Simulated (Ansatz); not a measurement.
# C2H6ClIn: shape, modes and thermochemistry

Aim: relax C2H6ClIn from a cheap starting geometry, then compute its harmonic vibrations to see whether it is a minimum and to get the zero-point energy and entropy, and look at its orbitals and charge.

The runs use Ansatz 0.2.0, Gaussian basis; RKS PBE0-D4/def2-TZVP.

Levels to be run: relaxation at PBE0-D4/def2-TZVP; harmonic vibrations at the same level; a single point in def2-TZVPP for the fields.

### Step 1. Where the work starts

10 atoms, charge 0, spin multiplicity 1.

Atoms are counted from 1 here; the program's logs count them from 0.

Bond lengths: Cl1–C2 1.792 Å, C2–C3 1.517 Å, C2–H5 1.090 Å, C2–H6 1.092 Å, C3–In4 2.242 Å, C3–H7 1.092 Å, C3–H8 1.094 Å, In4–H9 1.720 Å, In4–H10 1.717 Å. Angles: Cl1–C2–C3 108.4°, Cl1–C2–H5 105.8°, Cl1–C2–H6 106.6°, C3–C2–H5 111.5°, C3–C2–H6 114.5°, H5–C2–H6 109.6°, C2–C3–In4 98.1°, C2–C3–H7 109.6°, C2–C3–H8 110.1°, In4–C3–H7 120.9°, In4–C3–H8 109.6°, H7–C3–H8 108.0°, C3–In4–H9 120.6°, C3–In4–H10 123.2°, H9–In4–H10 116.1°.

Geometry (Å):

```mol
C2H6ClIn
  3D, bonds by distance, orders not assigned

 10  9  0  0  0  0  0  0  0  0999 V2000
   -1.3609    0.3816   -1.2139 Cl  0  0
   -0.7915   -0.9666   -0.1795 C   0  0
    0.6526   -0.7010    0.2001 C   0  0
    0.5665    1.5391    0.2149 In  0  0
   -1.4410   -0.9648    0.6962 H   0  0
   -0.9479   -1.8852   -0.7488 H   0  0
    0.9022   -1.2588    1.1051 H   0  0
    1.3204   -1.0378   -0.5987 H   0  0
   -0.3471    2.3734    1.4101 H   0  0
    1.4466    2.5201   -0.8854 H   0  0
  1  2  8  0
  2  3  8  0
  3  4  8  0
  2  5  8  0
  2  6  8  0
  3  7  8  0
  3  8  8  0
  4  9  8  0
  4 10  8  0
M  END
```

The start is a GFN2-xTB geometry. In takes the def2 core potential; no spin-orbit term is included.

### Step 2. Geometry optimisation, PBE0-D4/def2-TZVP

The input, in.yaml:

```yaml
crystal:
  periodic: [false, false, false]
  atoms:
    - {symbol: Cl, position_ang: [-1.360860, 0.381590, -1.213940]}
    - {symbol: C, position_ang: [-0.791460, -0.966630, -0.179470]}
    - {symbol: C, position_ang: [0.652630, -0.701000, 0.200110]}
    - {symbol: In, position_ang: [0.566510, 1.539090, 0.214860]}
    - {symbol: H, position_ang: [-1.440970, -0.964800, 0.696190]}
    - {symbol: H, position_ang: [-0.947900, -1.885170, -0.748820]}
    - {symbol: H, position_ang: [0.902180, -1.258790, 1.105130]}
    - {symbol: H, position_ang: [1.320400, -1.037800, -0.598690]}
    - {symbol: H, position_ang: [-0.347080, 2.373420, 1.410070]}
    - {symbol: H, position_ang: [1.446560, 2.520090, -0.885420]}
basis:
  gaussian: {orbitals: def2-TZVP}
hamiltonian: {xc: pbe0, dispersion: d4}
relax: {f_tol: 0.005, max_steps: 150}
```

On the command line:

```
$ ansatz run in.yaml --threads 4 --pin off --events-out ev --progress --plain --max-ram 10444MiB
```

Further steps of the session: Force constants and modes; A single point for the fields.

Q: Predict the results of all the runs planned. Wanted: point group; shift from the start; total energy; dispersion term; dipole moment; lowest, highest wavenumber; zero-point energy; HOMO, LUMO.

**Answer**, as computed:

| quantity | value |
| --- | --- |
| point group | C1 |
| steps | 8 |
| shift from the start (rms) | 0.119 Å |
| total energy | -19862.2726 eV |
| dispersion term | -193 meV |
| dipole moment | 2.18 D |
| lowest, highest wavenumber | 85, 3160 cm⁻¹ |
| zero-point energy | 177.8 kJ/mol |
| entropy at 298.15 K | 347.2 J/(mol K) |
| HOMO, LUMO | -7.28, -1.08 eV |

**Reading.** The atoms moved 0.12 Å (rms) from the start; the bond that changed most is C3–In4, from 2.242 to 2.192 Å. All wavenumbers are real, so the end point is a minimum. The stiffest mode, 3160 cm⁻¹, is a C–H stretch, and 2 modes under 200 cm⁻¹ make the vibrational entropy uncertain. Harmonic hybrid wavenumbers usually lie a few per cent above measured fundamentals. The largest Mulliken charge, -0.55 e, sits on C3. The HOMO lies mostly on C3 38 %; In4 15 % and the LUMO on In4 42 %; H9, H10 about 18 % each.
